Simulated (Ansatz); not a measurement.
**C6H8Si: geometry**

Wanted for C6H8Si: geometry.

Method: the levels named in each step, in Ansatz 0.2.0.

## (1) Starting point

Bond lengths (14 of 15 bonds, heavy atoms first): Si1–C2 1.887 Å, C2–C3 1.392 Å, C3–C4 1.384 Å, C4–C5 1.384 Å, C5–C6 1.385 Å, C2–C7 1.393 Å, C6–C7 1.383 Å, Si1–H8 1.467 Å, Si1–H9 1.463 Å, Si1–H10 1.464 Å, C3–H11 1.081 Å, C4–H12 1.081 Å, C5–H13 1.080 Å, C6–H14 1.081 Å. Angles (14 of 24 angles, heavy atoms first): Si1–C2–C3 121.7°, Si1–C2–C7 120.5°, C3–C2–C7 117.8°, C2–C3–C4 121.2°, C3–C4–C5 120.0°, C4–C5–C6 119.7°, C5–C6–C7 119.9°, C2–C7–C6 121.3°, C2–Si1–H8 109.2°, C2–Si1–H9 108.9°, C2–Si1–H10 109.5°, C2–C3–H11 119.3°, C4–C3–H11 119.4°, C3–C4–H12 120.0°.

As a file:

```xyz
15

Si    2.3462   -0.0178    0.2155
C     0.4678   -0.0120    0.0384
C    -0.2525   -1.1889   -0.1423
C    -1.6306   -1.1751   -0.2644
C    -2.3188    0.0246   -0.2072
C    -1.6204    1.2076   -0.0307
C    -0.2431    1.1844    0.0902
H     2.9339    0.7882   -0.8598
H     2.8249   -1.3992    0.1522
H     2.7163    0.5569    1.5100
H     0.2752   -2.1317   -0.1872
H    -2.1704   -2.1014   -0.4023
H    -3.3953    0.0381   -0.2988
H    -2.1524    2.1475    0.0142
H     0.2939    2.1129    0.2285
```

## (2) A rough first relaxation, PBE-D4/def2-SVP

input.yaml reads:

```yaml
crystal:
  periodic: [false, false, false]
  atoms:
    - { symbol: Si, position_ang: [2.34622, -0.01782, 0.21555] }
    - { symbol: C, position_ang: [0.46783, -0.01201, 0.03845] }
    - { symbol: C, position_ang: [-0.25254, -1.18887, -0.14229] }
    - { symbol: C, position_ang: [-1.63065, -1.17512, -0.26437] }
    - { symbol: C, position_ang: [-2.31885, 0.0246, -0.20715] }
    - { symbol: C, position_ang: [-1.62039, 1.20757, -0.03074] }
    - { symbol: C, position_ang: [-0.24313, 1.18444, 0.09021] }
    - { symbol: H, position_ang: [2.9339, 0.78821, -0.8598] }
    - { symbol: H, position_ang: [2.82488, -1.39921, 0.15221] }
    - { symbol: H, position_ang: [2.71628, 0.55688, 1.50998] }
    - { symbol: H, position_ang: [0.27516, -2.13168, -0.18719] }
    - { symbol: H, position_ang: [-2.17044, -2.10142, -0.40229] }
    - { symbol: H, position_ang: [-3.39529, 0.03807, -0.29882] }
    - { symbol: H, position_ang: [-2.15237, 2.14748, 0.01418] }
    - { symbol: H, position_ang: [0.2939, 2.11286, 0.22851] }
basis:
  gaussian: { orbitals: def2-SVP }
hamiltonian:
  xc: pbe
  dispersion: d4
relax:
  f_tol: 0.03
  max_steps: 200
```

Run with:

```sh
$ ansatz run input.yaml --threads 4 --pin off --max-ram 10240MiB --backend cpu --events-out ev --progress --plain --runs-dir out
```

Further steps of the session: Relaxation, PBE0-D4/def2-TZVP.

**Question.** What will these runs give? Wanted: Si1–C2 at PBE0-D4/def2-TZVP; C2–C3 at PBE0-D4/def2-TZVP; C2–C7 at PBE0-D4/def2-TZVP.

The runs gave:

| quantity | value |
| --- | --- |
| Si1–C2 at PBE0-D4/def2-TZVP | 1.867 Å |
| C2–C3 at PBE0-D4/def2-TZVP | 1.395 Å |
| C2–C7 at PBE0-D4/def2-TZVP | 1.397 Å |

What this shows: The table above holds the result.
